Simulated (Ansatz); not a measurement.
Born–Oppenheimer molecular dynamics of a periodic cell of 40 atoms, Cs2KYF6 (host Cs2KYF6, host structure Fm-3m). It starts from an unrelaxed structure (largest force component 0.48 eV/Å).

Level of theory: DFT LDA, scalar-relativistic, plane waves, PAW in Ansatz. Settings: cutoff 420 eV, k mesh 1x1x1, fermi-dirac smearing 0.05 eV, no spin polarisation.

```json
{
 "ensemble": "NVT, Langevin thermostat",
 "time step": "2 fs",
 "steps asked": "110",
 "set temperature": "700 K",
 "friction": "0.005 /fs",
 "seed": "659186"
}
```

Frames 10 fs apart, positions in Å, forces in eV/Å.

Velocities at 140.0 fs (Å/ps):

```
K -0.29 2.79 -4.34
Cs 2.03 -5.21 -0.49
Cs 0.63 0.88 1.89
Y -1.20 -2.21 -1.58
F -1.25 -1.54 -1.65
F 3.48 -0.50 -0.65
F -0.77 -2.31 9.16
F -3.40 11.22 -3.15
F 9.14 -2.26 -3.38
F 4.04 -5.76 6.96
K -4.12 -0.14 -1.96
Cs 2.06 2.66 -3.74
Cs 0.42 -1.49 -2.01
Y 1.33 -1.16 2.75
F -3.35 -7.18 10.27
F 4.11 6.11 3.90
F -3.87 -1.80 4.86
F -0.07 1.01 2.33
F 5.60 4.30 7.69
F 0.17 -4.19 -0.23
K -6.35 5.61 1.66
Cs -1.58 -0.94 -1.23
Cs -2.08 0.25 -0.07
Y -0.63 -0.39 -4.10
F -7.50 0.88 5.98
F 4.36 1.09 -4.08
F 0.11 1.35 5.44
F -1.09 5.51 -2.14
F -8.94 6.83 7.79
F -1.51 0.39 3.55
K 1.48 -3.62 1.82
Cs 1.98 2.70 -3.88
Cs -0.54 0.54 -0.46
Y -0.17 2.25 1.31
F -1.98 -1.05 -6.52
F 1.17 -3.60 -4.75
F 2.47 0.32 -2.94
F -1.79 -0.50 2.24
F -9.03 -0.98 7.27
F -3.03 5.05 0.30
```

```xyz
40
Lattice="9.4450 0.0000 0.0000 0.0000 9.4450 0.0000 0.0000 0.0000 9.4450" Properties=species:S:1:pos:R:3:forces:R:3 time_fs=140.0 energy_less_start_eV=1.781 T=527
K 4.908 5.006 4.723 -0.27 -0.79 -0.19
Cs 2.367 2.191 2.205 -0.02 -0.04 0.15
Cs 7.021 7.201 6.920 -0.01 -0.06 0.22
Y 0.069 -0.057 -0.252 1.64 0.98 0.04
F 2.021 5.052 5.474 -0.35 -0.31 -0.18
F 4.890 2.108 4.878 -0.04 0.02 -0.03
F 7.376 4.226 4.408 -0.56 0.04 0.21
F 4.395 7.378 4.898 0.20 -0.65 0.07
F 3.867 4.506 2.360 0.72 0.34 -0.29
F 5.410 4.725 7.707 0.12 -0.21 -0.69
K 0.067 -0.005 4.736 -0.09 -0.15 -0.90
Cs 7.324 7.289 1.806 -0.14 0.06 0.70
Cs 2.414 2.224 6.990 0.29 0.07 -0.08
Y 4.767 4.783 0.271 -1.56 -0.24 0.74
F 6.780 -0.071 4.369 1.14 -0.24 0.25
F -0.299 6.644 4.319 -0.39 0.62 0.25
F 2.545 0.043 4.351 0.12 0.02 0.18
F 0.239 2.496 4.916 -0.20 -0.01 0.13
F 0.294 -0.173 1.834 -0.17 -0.29 0.76
F 0.075 -0.118 7.016 -0.21 0.02 0.57
K -0.038 4.669 0.189 0.13 0.07 -0.08
Cs 7.003 2.209 6.972 -0.26 0.19 -0.10
Cs 1.934 6.957 2.761 0.71 -0.01 -0.39
Y 4.717 -0.036 4.571 -0.96 1.37 0.22
F 6.687 4.518 1.087 0.59 -0.06 0.11
F 0.236 2.102 0.273 -0.25 0.10 -0.42
F 2.843 5.793 0.167 -0.22 -0.26 -0.38
F -0.364 7.349 -0.251 0.02 -0.81 -0.09
F -0.580 5.113 7.010 0.11 -0.48 -0.54
F 0.606 4.558 2.787 -0.50 -0.31 0.22
K 4.751 -0.041 0.020 -0.23 0.09 -0.30
Cs 2.452 7.307 6.976 -0.05 -0.04 0.42
Cs 7.509 2.124 2.594 -0.11 0.00 -0.32
Y -0.081 4.623 4.891 1.33 0.34 0.16
F 2.143 0.163 -0.557 0.66 -0.20 0.04
F 5.295 6.810 0.001 0.43 0.87 -0.06
F 7.536 0.325 -0.191 -2.03 0.27 -0.06
F 4.081 2.745 -0.030 0.21 -0.04 -0.20
F 4.641 0.148 6.773 0.20 -0.24 0.00
F 4.825 0.066 2.453 0.02 -0.01 -0.15
40
Lattice="9.4450 0.0000 0.0000 0.0000 9.4450 0.0000 0.0000 0.0000 9.4450" Properties=species:S:1:pos:R:3:forces:R:3 time_fs=150.0 energy_less_start_eV=1.960 T=459
K 4.901 5.027 4.689 -0.24 -0.70 -0.14
Cs 2.376 2.144 2.204 -0.03 0.10 0.12
Cs 7.036 7.205 6.936 -0.17 0.07 0.15
Y 0.071 -0.072 -0.265 1.55 1.62 0.54
F 2.005 5.032 5.455 -0.24 -0.23 -0.10
F 4.923 2.112 4.883 -0.06 -0.05 -0.08
F 7.363 4.187 4.497 -0.45 0.10 0.12
F 4.367 7.460 4.879 0.12 -1.81 0.11
F 3.960 4.500 2.333 0.41 0.22 0.14
F 5.460 4.659 7.768 0.20 -0.23 -0.91
K 0.037 -0.006 4.705 -0.08 -0.12 -0.65
Cs 7.343 7.312 1.771 -0.25 0.04 0.76
Cs 2.423 2.207 6.971 0.29 0.06 -0.06
Y 4.774 4.764 0.300 -1.99 -0.03 0.19
F 6.779 -0.156 4.463 1.04 -0.17 0.09
F -0.261 6.708 4.356 -0.43 0.25 0.27
F 2.518 0.027 4.399 0.20 0.05 0.09
F 0.235 2.500 4.938 -0.23 0.20 0.11
F 0.358 -0.146 1.922 -0.37 -0.28 -0.15
F 0.092 -0.160 7.021 -0.25 0.05 0.48
K -0.099 4.727 0.197 0.20 -0.11 -0.13
Cs 6.984 2.207 6.965 -0.27 0.20 -0.09
Cs 1.914 6.963 2.757 0.76 -0.02 -0.40
Y 4.707 -0.035 4.535 -0.84 2.32 0.96
F 6.635 4.542 1.151 1.23 -0.11 0.36
F 0.272 2.103 0.243 -0.33 0.02 -0.36
F 2.855 5.797 0.193 -0.26 -0.21 -0.31
F -0.373 7.368 -0.285 0.00 -1.10 0.04
F -0.668 5.168 7.066 0.39 -0.65 -0.76
F 0.576 4.546 2.837 -0.49 -0.22 0.04
K 4.753 -0.074 0.044 -0.26 0.11 -0.52
Cs 2.476 7.331 6.939 -0.10 -0.02 0.47
Cs 7.501 2.131 2.586 -0.09 0.02 -0.19
Y -0.082 4.649 4.912 0.98 0.23 0.40
F 2.144 0.150 -0.611 0.45 -0.27 0.22
F 5.321 6.799 -0.046 0.41 0.78 0.06
F 7.508 0.335 -0.206 -1.40 0.13 0.03
F 4.068 2.731 -0.027 0.22 -0.03 -0.12
F 4.547 0.130 6.830 0.29 -0.20 -0.47
F 4.799 0.102 2.453 0.10 -0.01 -0.33
40
Lattice="9.4450 0.0000 0.0000 0.0000 9.4450 0.0000 0.0000 0.0000 9.4450" Properties=species:S:1:pos:R:3:forces:R:3 time_fs=160.0 energy_less_start_eV=1.974 T=521
K 4.872 5.029 4.653 -0.08 -0.64 -0.01
Cs 2.378 2.110 2.202 -0.05 0.20 0.11
Cs 7.053 7.214 6.959 -0.30 0.17 0.04
Y 0.091 -0.075 -0.267 0.60 1.80 0.72
F 1.995 5.030 5.458 -0.09 -0.21 -0.11
F 4.960 2.117 4.875 -0.14 -0.21 -0.17
F 7.335 4.156 4.581 -0.04 0.21 0.07
F 4.336 7.477 4.869 0.17 -1.70 -0.05
F 4.051 4.522 2.328 0.06 0.05 0.42
F 5.528 4.586 7.799 0.05 -0.17 -0.57
K 0.021 -0.011 4.641 -0.13 -0.06 -0.15
Cs 7.360 7.330 1.746 -0.33 0.03 0.79
Cs 2.440 2.193 6.960 0.24 0.06 -0.04
Y 4.771 4.740 0.324 -1.29 0.46 -0.50
F 6.840 -0.265 4.559 -0.03 0.03 -0.07
F -0.262 6.789 4.405 -0.28 -0.20 0.25
F 2.498 0.015 4.469 0.39 0.11 -0.04
F 0.217 2.511 4.978 -0.18 0.33 0.10
F 0.424 -0.146 2.009 -0.47 -0.21 -0.72
F 0.106 -0.172 7.063 -0.25 0.12 0.09
K -0.142 4.787 0.210 0.18 -0.24 -0.20
Cs 6.976 2.209 6.958 -0.19 0.18 -0.08
Cs 1.891 6.980 2.748 0.75 -0.13 -0.32
Y 4.692 -0.019 4.506 -0.03 2.00 1.65
F 6.645 4.571 1.225 0.91 -0.07 0.16
F 0.307 2.106 0.219 -0.36 -0.19 -0.30
F 2.857 5.792 0.210 -0.13 -0.25 -0.24
F -0.377 7.354 -0.336 0.11 -0.70 0.21
F -0.732 5.176 7.112 0.63 -0.73 -0.85
F 0.497 4.512 2.885 -0.29 -0.06 -0.24
K 4.742 -0.090 0.061 -0.20 0.12 -0.70
Cs 2.500 7.354 6.905 -0.17 0.01 0.55
Cs 7.486 2.140 2.576 -0.07 0.11 -0.06
Y -0.067 4.681 4.938 0.03 0.07 0.61
F 2.178 0.123 -0.646 -0.03 -0.32 0.48
F 5.366 6.837 -0.080 0.15 0.11 0.21
F 7.406 0.352 -0.205 0.08 -0.18 0.12
F 4.062 2.697 -0.026 0.24 0.19 0.03
F 4.458 0.113 6.872 0.38 -0.12 -0.79
F 4.770 0.122 2.452 0.11 0.01 -0.41
40
Lattice="9.4450 0.0000 0.0000 0.0000 9.4450 0.0000 0.0000 0.0000 9.4450" Properties=species:S:1:pos:R:3:forces:R:3 time_fs=170.0 energy_less_start_eV=2.193 T=522
K 4.854 5.019 4.629 0.12 -0.54 0.20
Cs 2.381 2.083 2.200 -0.09 0.28 0.10
Cs 7.059 7.238 6.987 -0.28 0.08 -0.06
Y 0.118 -0.050 -0.269 -0.20 0.95 0.72
F 1.980 5.009 5.456 0.28 -0.14 -0.03
F 4.986 2.095 4.849 -0.19 -0.02 -0.18
F 7.306 4.148 4.678 0.22 0.27 -0.04
F 4.301 7.427 4.874 0.39 -0.51 -0.39
F 4.158 4.541 2.353 -0.26 -0.08 0.40
F 5.604 4.525 7.822 -0.25 -0.03 0.03
K 0.004 -0.031 4.575 -0.14 0.08 0.22
Cs 7.365 7.354 1.728 -0.27 0.04 0.77
Cs 2.458 2.192 6.952 0.14 0.06 -0.01
Y 4.746 4.728 0.350 -0.09 0.77 -1.00
F 6.904 -0.377 4.667 -0.87 0.34 -0.28
F -0.283 6.868 4.466 -0.04 -0.59 0.16
F 2.511 0.004 4.525 0.23 0.20 -0.13
F 0.173 2.527 5.012 -0.05 0.31 0.12
F 0.470 -0.156 2.052 -0.50 -0.10 -1.01
F 0.110 -0.165 7.096 -0.20 0.20 -0.17
K -0.183 4.846 0.230 0.14 -0.36 -0.25
Cs 6.977 2.209 6.943 -0.06 0.18 -0.04
Cs 1.870 6.998 2.730 0.69 -0.28 -0.20
Y 4.663 0.020 4.506 0.66 0.21 1.95
F 6.698 4.597 1.315 0.07 0.01 -0.35
F 0.330 2.105 0.193 -0.31 -0.29 -0.26
F 2.828 5.800 0.216 0.19 -0.43 -0.13
F -0.361 7.297 -0.406 0.28 0.33 0.47
F -0.766 5.135 7.130 0.72 -0.66 -0.83
F 0.412 4.455 2.922 -0.09 0.11 -0.42
K 4.730 -0.116 0.070 -0.14 0.16 -0.78
Cs 2.520 7.378 6.872 -0.32 -0.06 0.64
Cs 7.462 2.150 2.565 -0.03 0.24 0.06
Y -0.051 4.718 4.975 -0.99 -0.15 0.62
F 2.204 0.087 -0.643 -0.20 -0.23 0.56
F 5.416 6.893 -0.086 -0.17 -0.49 0.30
F 7.307 0.375 -0.195 0.88 -0.31 0.18
F 4.068 2.673 -0.025 0.20 0.43 0.17
F 4.395 0.092 6.878 0.43 0.00 -0.91
F 4.732 0.133 2.447 0.10 0.03 -0.20
40
Lattice="9.4450 0.0000 0.0000 0.0000 9.4450 0.0000 0.0000 0.0000 9.4450" Properties=species:S:1:pos:R:3:forces:R:3 time_fs=180.0 energy_less_start_eV=2.654 T=503
K 4.858 4.981 4.617 0.22 -0.41 0.40
Cs 2.376 2.056 2.200 -0.07 0.34 0.08
Cs 7.069 7.258 7.006 -0.22 -0.07 -0.08
Y 0.146 -0.013 -0.258 -0.56 0.25 0.39
F 1.987 4.954 5.437 0.57 -0.02 0.07
F 5.003 2.067 4.791 -0.14 0.56 -0.09
F 7.296 4.143 4.775 0.22 0.30 -0.20
F 4.269 7.369 4.862 0.49 0.11 -0.58
F 4.248 4.542 2.367 -0.52 -0.18 0.50
F 5.653 4.465 7.849 -0.49 0.13 0.42
K -0.031 -0.040 4.490 -0.12 0.22 0.55
Cs 7.361 7.381 1.716 -0.17 0.04 0.76
Cs 2.472 2.199 6.943 0.00 0.07 0.04
Y 4.714 4.725 0.377 0.63 0.75 -1.59
F 6.904 -0.459 4.780 -1.06 0.58 -0.47
F -0.306 6.926 4.524 0.16 -0.81 0.07
F 2.527 -0.009 4.572 -0.21 0.26 -0.22
F 0.132 2.548 5.048 0.06 0.20 0.15
F 0.492 -0.173 2.029 -0.50 0.01 -0.99
F 0.102 -0.127 7.118 -0.11 0.23 -0.23
K -0.228 4.896 0.234 0.13 -0.54 -0.24
Cs 6.975 2.204 6.927 0.07 0.15 -0.01
Cs 1.867 7.012 2.708 0.63 -0.41 -0.06
Y 4.634 0.055 4.529 1.07 -1.25 1.48
F 6.747 4.616 1.381 -0.38 0.05 -0.63
F 0.359 2.115 0.144 -0.26 -0.31 -0.18
F 2.779 5.806 0.235 0.49 -0.56 -0.06
F -0.342 7.234 -0.477 0.35 1.08 0.66
F -0.776 5.059 7.102 0.68 -0.45 -0.53
F 0.340 4.383 2.960 0.01 0.25 -0.52
K 4.726 -0.144 0.049 -0.11 0.25 -0.68
Cs 2.539 7.403 6.844 -0.51 -0.20 0.69
Cs 7.432 2.163 2.553 -0.01 0.35 0.13
Y -0.043 4.753 5.021 -1.49 -0.44 0.31
F 2.238 0.053 -0.587 -0.35 -0.15 0.47
F 5.464 6.923 -0.069 -0.44 -0.82 0.28
F 7.245 0.407 -0.181 1.19 -0.37 0.23
F 4.074 2.644 -0.032 0.16 0.68 0.29
F 4.352 0.078 6.832 0.48 0.11 -0.80
F 4.713 0.144 2.429 0.08 0.00 0.21
```

Of the whole run (220 fs, mean temperature of the second half 503 K): The mean temperature of the second half is 28 % below the set value. A run of 0.22 ps of so small a system gives no equilibrium averages. Limits of this set-up: coarse k mesh.

Time of the run: 8.9 min on 2 threads of Arm Neoverse V2, with other jobs on the host, peak memory 0.84 GiB.
